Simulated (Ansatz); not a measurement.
# CaLaAl₄, space group F-43m: a breakdown of dispersion, smearing and cutoff terms

With the Python package of Ansatz (0.2.0).

Run as a notebook:

**Cell 1**
```python
import warnings

import ansatz as az
```

**Cell 2**
```python
FILLING = "gaussian"
WIDTH_EV = 0.1
KSPACING = 0.26
```

**Cell 3**
```python
warnings.simplefilter("ignore", az.DeckWarning)
```

**Cell 4**
```python
crystal = (
    az.Lattice.of([0.0, 4.043829, 4.043829], [4.043829, 0.0, 4.043829], [4.043829, 4.043829, 0.0])
    .atom("Ca", [0.75, 0.75, 0.75])
    .atom("La", [0.0, 0.0, 0.0])
    .atom("Al", [0.374954, 0.374954, 0.374954])
    .atom("Al", [0.875139, 0.374954, 0.374954])
    .atom("Al", [0.374954, 0.374954, 0.875139])
    .atom("Al", [0.374954, 0.875139, 0.374954])
)
```

**Cell 5**
```python
setup = (
    crystal.calculation()
    .occupations(FILLING, width=WIDTH_EV)
    .kpoints(spacing=KSPACING)
)
with_term = setup.functional("pbesol", dispersion="d4").basis(420).cutoff_correction(570).run().report
without = setup.functional("pbesol").basis(420).run().report
finer = setup.functional("pbesol").basis(570).run().report
removed = az.free_energy_without(with_term, az.EnergyTerm.DISPERSION)
print(f"dispersion term            {with_term['components']['e_disp']:.5f} eV")
print(f"F less dispersion          {removed:.5f} eV, run without it {without['free_energy_ev']:.5f} eV")
print(f"F less smearing term       {az.free_energy_without(without, az.EnergyTerm.SMEARING):.5f} eV")
print(f"estimated gain to 570 eV   {with_term['cutoff_correction']['energy_ev']:.5f} eV, found {finer['free_energy_ev'] - without['free_energy_ev']:.5f} eV")
```
Output:
```text
dispersion term            -0.97263 eV
F less dispersion          -10055.61070 eV, run without it -10055.61070 eV
F less smearing term       -10055.59605 eV
estimated gain to 570 eV   -0.00189 eV, found -0.00195 eV
```

What to keep in mind:
- Absolute energies stand on the zero of these potentials, so only differences at equal settings mean something. A total without «per atom» is that of the whole cell that was run.
- Dispersion corrections can be off by several per cent in the lattices of metals, and by several GPa in the pressure at a fixed cell.
- The structure comes from a database of computed cells and needn't be a stable or known phase.
- The whole script took 12 s on 1 thread of Arm Neoverse V2, on a shared host, peak memory 0.45 GiB.
